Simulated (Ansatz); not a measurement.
# KTaO3 (cubic perovskite type): Wannier functions and tight-binding models

Aim: build maximally localised Wannier functions for KTaO3 (cubic perovskite type) from several sets of trial orbitals, and check spreads and centres, and how well the models interpolate the bands. The runs, in order: PBE, anion s p, 4×4×4; PBE, anion s p, 6×6×6; PBE, anion p, 4×4×4; PBE, metal d and anion p, 4×4×4; PBE, metal d, 4×4×4; r2SCAN, anion s p, 4×4×4; r2SCAN, metal d, 4×4×4; r2SCAN, metal d and anion p, 4×4×4 (level, trial orbitals, Wannier mesh).

Computed with Ansatz 0.2.0 (plane waves, PAW, unless a step's input says otherwise).

4 further runs of the same task are left out: 4 that didn't finish.

## Step 1: The starting structure

Symmetry: Pm-3m, No. 221, cubic system. The conventional cell has a = 3.990 Å, b = 3.990 Å, c = 3.990 Å, α = 90.00°, β = 90.00°, γ = 90.00°. K (site symmetry m-3m) is surrounded by 12 O at 2.82 Å. Ta (site symmetry m-3m) is surrounded by 6 O at 2.00 Å. O (site symmetry 4/mmm) is surrounded by 2 Ta at 2.00 Å and 4 K at 2.82 Å.

As a file:

```
CELL_PARAMETERS angstrom
3.99013 0.00000 0.00000
0.00000 3.99013 0.00000
0.00000 0.00000 3.99013
ATOMIC_POSITIONS crystal
K 0.00000 0.00000 0.00000
Ta 0.50000 0.50000 0.50000
O 0.50000 0.50000 0.00000
O 0.50000 0.00000 0.50000
O 0.00000 0.50000 0.50000
```

The cell was relaxed beforehand with r2SCAN; those runs aren't shown. No run includes spin-orbit coupling, which matters for Ta.

## Step 2: PBE, anion s p, 4×4×4

Input file input.yaml:

```yaml
crystal:
  lattice:
    - [3.9901311009, 0.0, 0.0]
    - [0.0, 3.9901311009, 0.0]
    - [0.0, 0.0, 3.9901311009]
  atoms:
    - { symbol: K, position: [0.0, 0.0, 0.0] }
    - { symbol: Ta, position: [0.5, 0.5, 0.5] }
    - { symbol: O, position: [0.5, 0.5, 0.0] }
    - { symbol: O, position: [0.5, 0.0, 0.5] }
    - { symbol: O, position: [0.0, 0.5, 0.5] }
kpoints:
  mp_grid: { grid: [6, 6, 6] }
  band_path:
    path:
      - [[0.0, 0.0, 0.0], [-6.806139445324e-51, 0.5, -6.435644663186e-35], [0.5, 0.5, 8.044555828982e-36], [0.0, 0.0, 0.0], [0.5, 0.5, 0.5], [-6.806139445324e-51, 0.5, -6.435644663186e-35]]
      - [[0.5, 0.5, 0.5], [0.5, 0.5, 8.044555828982e-36]]
    npoints: 10
hamiltonian:
  xc: pbe
scf:
  occupations: { method: fixed }
  n_extra_bands: 6
output:
  forces: false
  stress: false
  eigenvalues: true
  wannier:
    kmesh: [4, 4, 4]
    projections: [{ species: O, l: s, shell: 2 }, { species: O, l: p, shell: 2 }]
    minimise: true
    write_hr: true
    conv_tol: 1.0e-08
    max_iter: 3000
```

Command:

```sh
$ ansatz run input.yaml --threads 4 --pin off --max-ram 5529MiB --backend cpu --events-out ev --progress --plain --runs-dir out
```

The runs that follow: PBE, anion s p, 6×6×6; PBE, anion p, 4×4×4; PBE, metal d and anion p, 4×4×4; PBE, metal d, 4×4×4; r2SCAN, anion s p, 4×4×4; r2SCAN, metal d, 4×4×4; r2SCAN, metal d and anion p, 4×4×4.

Q: Predict the results of all the runs planned. Wanted: total spread, PBE, anion s p, 4×4×4; total spread, PBE, anion s p, 6×6×6; total spread, PBE, anion p, 4×4×4; total spread, PBE, metal d and anion p, 4×4×4; total spread, PBE, metal d, 4×4×4; total spread, r2SCAN, anion s p, 4×4×4; total spread, r2SCAN, metal d, 4×4×4; total spread, r2SCAN, metal d and anion p, 4×4×4; centres of the first set.

The runs gave:

```
                                        quantity                                 value
             total spread, PBE, anion s p, 4×4×4            11.43 Å² over 12 functions
             total spread, PBE, anion s p, 6×6×6            11.98 Å² over 12 functions
               total spread, PBE, anion p, 4×4×4             10.83 Å² over 9 functions
   total spread, PBE, metal d and anion p, 4×4×4            19.76 Å² over 14 functions
               total spread, PBE, metal d, 4×4×4             16.14 Å² over 5 functions
          total spread, r2SCAN, anion s p, 4×4×4            11.06 Å² over 12 functions
            total spread, r2SCAN, metal d, 4×4×4             14.68 Å² over 5 functions
total spread, r2SCAN, metal d and anion p, 4×4×4            18.53 Å² over 14 functions
                        centres of the first set  0.24 to 0.42 Å from the nearest atom
```

With PBE, anion s p, 4×4×4 the 12 functions move off the atoms, with a mean spread of 0.95 Å²; 88 % of the total is gauge invariant. The total spread goes from 11.43 Å² on 4×4×4 to 11.98 Å² on 6×6×6: finite differences in k understate it on coarse meshes, while the largest miss of a band goes from 0.05 to 0.01 eV. On one set and mesh the functional gives 11.43 (PBE), 11.06 (r2SCAN) Å².
